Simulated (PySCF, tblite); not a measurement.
**C7H12Si: geometry, infrared bands and NMR shifts**

Aim: predict the infrared bands and NMR shifts of C7H12Si (`C=C/C=C\C(=C)C[SiH3]`).

Computed with tblite 0.8.0 and PySCF 2.14.0, with density-fitted response routines of our own, on a single molecule in the gas phase. Atoms count from 0, in the outputs and in this text.

### 1 The molecule as given

20 atoms, charge 0, multiplicity 1; geometry from: force field or distance geometry start.

Bonds of the start (Å): C0–C1 1.35, C1–C2 1.42, C2–C3 1.35, C3–C4 1.47, C4–C5 1.34, C4–C6 1.51, C6–Si7 1.86, C0–H8 1.08, C0–H9 1.08, C1–H10 1.10, C2–H11 1.09, C3–H12 1.08, C5–H13 1.09, C5–H14 1.08, C6–H15 1.10, C6–H16 1.10, Si7–H17 1.48, Si7–H18 1.49, Si7–H19 1.49.

### 2 Relaxing the molecule with GFN2-xTB

What the job is given:

```
{"job": {"kind": "relax", "xc": "GFN2-xTB", "basis": "xTB"}, "charge": 0, "multiplicity": 1}
C      3.730900     0.745700     0.353400
C      2.445300     0.339300     0.384400
C      1.464100     0.755500    -0.560700
C      0.167400     0.382200    -0.615600
C     -0.504500    -0.572900     0.278600
C     -0.134400    -1.861400     0.316800
C     -1.613300    -0.021100     1.139900
Si    -3.279000     0.205400     0.334500
H      4.092300     1.424900    -0.407800
H      4.430200     0.405500     1.103300
H      2.141900    -0.345400     1.185400
H      1.782000     1.477100    -1.308900
H     -0.470800     0.827500    -1.360000
H      0.676700    -2.244900    -0.308300
H     -0.619400    -2.561700     0.982900
H     -1.297700     0.937500     1.580600
H     -1.756200    -0.683200     2.010700
H     -3.190400     1.130200    -0.822700
H     -4.253800     0.768900     1.312500
H     -3.816300    -1.098400    -0.144200
```

Launch:

```sh
> OMP_NUM_THREADS=1 python probes_run.py task.json out
```

One launch serves the whole session: the jobs run in the order shown.

**Question.** This job is followed by: GFN2-xTB harmonic vibrations, gas phase; GIAO PBE0/pcSseg-1 NMR shielding, non-relativistic, gas phase. What will the session give for the following? strongest single infrared mode (GFN2-xTB); zero-point energy (GFN2-xTB); 13C shifts against TMS (PBE0/pcSseg-1); 1H shifts against TMS (PBE0/pcSseg-1, means over atoms taken as alike); 29Si shifts against TMS (PBE0/pcSseg-1).

The runs gave:

| quantity | value |
| --- | --- |
| strongest single infrared mode (GFN2-xTB) | 796 cm⁻¹, 426 km/mol |
| zero-point energy (GFN2-xTB) | 98.8 kcal/mol |
| 13C shifts against TMS (PBE0/pcSseg-1) | 152.3, 142.7, 139.0, 138.6, 125.4, 121.8, 22.4 ppm |
| 1H shifts against TMS (PBE0/pcSseg-1, means over atoms taken as alike) | 7.30, 6.38, 6.30, 5.64, 5.48, 5.45, 5.19, 3.99, 1.87 ppm |
| 29Si shifts against TMS (PBE0/pcSseg-1) | -65.1 ppm |

The optimisation took 111 steps and gained 0.153 eV; among the close pairs (by a distance rule), C6–Si7 changed most, from 1.864 to 1.910 Å. No mode is imaginary among the 54: a minimum at this level. The strongest single mode, at 796 cm⁻¹, is spread over many atoms; the largest shares are those of H17, H18. Unscaled tight-binding wavenumbers are off by several per cent, some by more. Its intensities can rank the bands wrongly.
